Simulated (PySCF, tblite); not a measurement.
**C₅H₇NOSi: geometry, infrared bands and NMR shifts**

Wanted: the infrared bands and NMR shifts of C₅H₇NOSi (`[SiH3]/C=C/c1ncco1`), by calculation.

The runs use tblite 0.8.0 and PySCF 2.14.0, with density-fitted response routines of our own; the level of theory stands in each step. All values are computed, except where a source is named. Atoms are numbered from 0 throughout.

**1. Starting geometry**

15 atoms, charge 0, multiplicity 1; geometry from: force field or distance geometry start.

Bonds of the start (Å): Si0–C1 1.83, C1–C2 1.32, C2–C3 1.43, C3–N4 1.34, N4–C5 1.37, C5–C6 1.37, C6–O7 1.36, O7–C3 1.38, Si0–H8 1.48, Si0–H9 1.48, Si0–H10 1.49, C1–H11 1.10, C2–H12 1.09, C5–H13 1.08, C6–H14 1.08.

**2. Geometry optimisation with GFN2-xTB**

Job settings and geometry (Å):

```
{"job": {"kind": "relax", "xc": "GFN2-xTB", "basis": "xTB"}, "charge": 0, "multiplicity": 1}
Si     3.150200     0.459700    -0.269900
C      1.426000    -0.118400    -0.029300
C      0.326900     0.601300    -0.199500
C     -0.977900     0.060900     0.011200
N     -1.267600    -1.182900     0.423400
C     -2.638700    -1.233000     0.482800
C     -3.156100    -0.018100     0.124600
O     -2.117300     0.812700    -0.166300
H      3.817800    -0.361900    -1.304400
H      3.898800     0.358800     1.003900
H      3.127200     1.878500    -0.712200
H      1.362400    -1.160400     0.307100
H      0.350300     1.641800    -0.517100
H     -3.152400    -2.129900     0.782800
H     -4.153800     0.399000     0.040900
```

The run is started by

```sh
> OMP_NUM_THREADS=1 python probes_run.py task.json out
```

One launch serves the whole session: the jobs run in the order shown.

**Question.** This job is followed by: GFN2-xTB harmonic vibrations, gas phase; GIAO PBE0/pcSseg-1 NMR shielding, non-relativistic, gas phase. Predict these results of the whole session: strongest single infrared mode (GFN2-xTB); zero-point energy (GFN2-xTB); ¹³C shifts against TMS (PBE0/pcSseg-1); ¹H shifts against TMS (PBE0/pcSseg-1, means over atoms taken as alike); ²⁹Si shifts against TMS (PBE0/pcSseg-1); ¹⁵N shifts against NH3 (PBE0/pcSseg-1); ¹⁷O shifts against H2O (PBE0/pcSseg-1); surface potential, 1st and 99th percentile.

**Answer**, as computed:

| quantity | value |
| --- | --- |
| strongest single infrared mode (GFN2-xTB) | 2252 cm⁻¹, 396 km/mol |
| zero-point energy (GFN2-xTB) | 64.5 kcal/mol |
| ¹³C shifts against TMS (PBE0/pcSseg-1) | 167.9, 143.5, 139.2, 137.0, 136.7 ppm |
| ¹H shifts against TMS (PBE0/pcSseg-1, means over atoms taken as alike) | 7.75, 7.66, 7.51, 6.98, 4.34 ppm |
| ²⁹Si shifts against TMS (PBE0/pcSseg-1) | -72.3 ppm |
| ¹⁵N shifts against NH3 (PBE0/pcSseg-1) | 295.4 ppm |
| ¹⁷O shifts against H2O (PBE0/pcSseg-1) | 321.0 ppm |
| surface potential, 1st and 99th percentile | -1.48 V and 1.29 V |

In words: Over 40 steps the energy fell by 0.135 eV; of the close pairs, Si0–C1 changed most, 1.834 to 1.877 Å. All 39 modes are real, so the xTB geometry is a minimum. The strongest single mode, at 2252 cm⁻¹, moves mainly H8 and H9. GFN2-xTB is a fitted tight-binding method: band positions and strengths are rough. Its intensities can rank the bands wrongly. At PBE0/pcSseg-1: The widest tensor belongs to N4: span 495 ppm, with a paramagnetic part of -357 ppm. NICS(1)zz of -27 ppm above the planar ring from C3 marks a diatropic (aromatic) ring current. By nearest atom (PBE0/pcSseg-1), the HOMO sits on C6 24 %; C1 19 % and the LUMO on C1 25 %; C2 16 %.
